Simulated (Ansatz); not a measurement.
I need a short molecular-dynamics run of AlFH4SSi, SMILES F[SiH]([AlH2])S. Use Ansatz 0.2.0 through its Python package. Use (for the species named): BLYP, 6-31G basis, multiplicity 1, D4 dispersion.

```xyz
8

F    -1.4284   -1.5787    0.5434
Si   -0.0796   -0.6162    0.7135
Al   -0.3886    1.4689   -0.3780
S     1.6577   -1.6431   -0.1670
H     0.1858   -0.4001    2.1272
H    -0.6456    1.5330   -1.9351
H    -0.2214    2.8242    0.4785
H     1.0123   -1.6451   -1.4383
```

`run_md.py`:
```python
# -*- coding: utf-8 -*-
"""Molecular dynamics of one AlFH4SSi molecule."""

import ansatz as az
import numpy as np

molecule = (
    az.Crystal.molecule()
    .atom("F", (-1.4284, -1.5787, 0.5434))
    .atom("Si", (-0.0796, -0.6162, 0.7135))
    .atom("Al", (-0.3886, 1.4689, -0.378))
    .atom("S", (1.6577, -1.6431, -0.167))
    .atom("H", (0.1858, -0.4001, 2.1272))
    .atom("H", (-0.6456, 1.533, -1.9351))
    .atom("H", (-0.2214, 2.8242, 0.4785))
    .atom("H", (1.0123, -1.6451, -1.4383))
)

calculation = (
    molecule.calculation()
    .basis(gaussian="6-31G")
    .functional("blyp", dispersion="d4")
)
symbols = [site.symbol for site in molecule.cartesian_sites]
start = np.array([site.position_ang for site in molecule.cartesian_sites], dtype=float)
rep = calculation.relax(force_tolerance=0.02).run(threads=1, backend="cpu").report
end = np.array(rep["positions_ang"])
minimum = az.Crystal.molecule()
for symbol, place in zip(symbols, end):
    minimum = minimum.atom(symbol, place.tolist())

# dynamics from the relaxed geometry
calculation = (
    minimum.calculation()
    .basis(gaussian="6-31G")
    .functional("blyp", dispersion="d4")
    .md("nvt_nose_hoover", timestep=0.5, steps=20, temperature=500, initial_velocities="maxwell_boltzmann", seed=15, thermostat_time=10)
)
frames = []
out = calculation.session().plan().execute(on_event=lambda e: frames.append(e["data"]) if e["event"] == "md_step" else None)
print("t (fs)   E_pot (eV)      E_kin (eV)   T (K)   d(0-1) (A)")
for f in frames[::2]:
    xyz = np.array(f["positions_ang"])
    print(f"{f['time_fs']:6.2f} {f['lagrangian_ev']:14.5f} {f['e_kin_ev']:10.5f} {f['temperature_k']:8.1f} {np.linalg.norm(xyz[0] - xyz[1]):9.4f}")
kept = np.array([f["conserved_ev"] for f in frames])
print(f"conserved energy moves by at most {1000 * np.ptp(kept):.3f} meV")
```

Output of `python run_md.py`:
```text
t (fs)   E_pot (eV)      E_kin (eV)   T (K)   d(0-1) (A)
  0.00   -28089.31480    0.38778    500.0    1.7339
  1.00   -28089.30490    0.37797    487.3    1.7324
  2.00   -28089.27927    0.35276    454.8    1.7309
  3.00   -28089.24930    0.32381    417.5    1.7294
  4.00   -28089.22600    0.30241    389.9    1.7281
  5.00   -28089.21319    0.29264    377.3    1.7269
  6.00   -28089.20593    0.28994    373.8    1.7259
  7.00   -28089.19513    0.28551    368.1    1.7250
  8.00   -28089.17400    0.27271    351.6    1.7245
  9.00   -28089.14187    0.25084    323.4    1.7242
 10.00   -28089.10389    0.22489    290.0    1.7243
conserved energy moves by at most 0.516 meV
```

Total energies depend on the basis set; only differences at equal settings carry meaning. The trajectory is only some femtoseconds long, so its temperature is not equilibrated; where the script doesn't relax first, it starts from a rough generated geometry. The temperature counts the internal degrees of freedom alone. Wall time of the script: 90 s on 1 thread of Arm Neoverse V1 (shared host), peak memory 0.23 GiB.
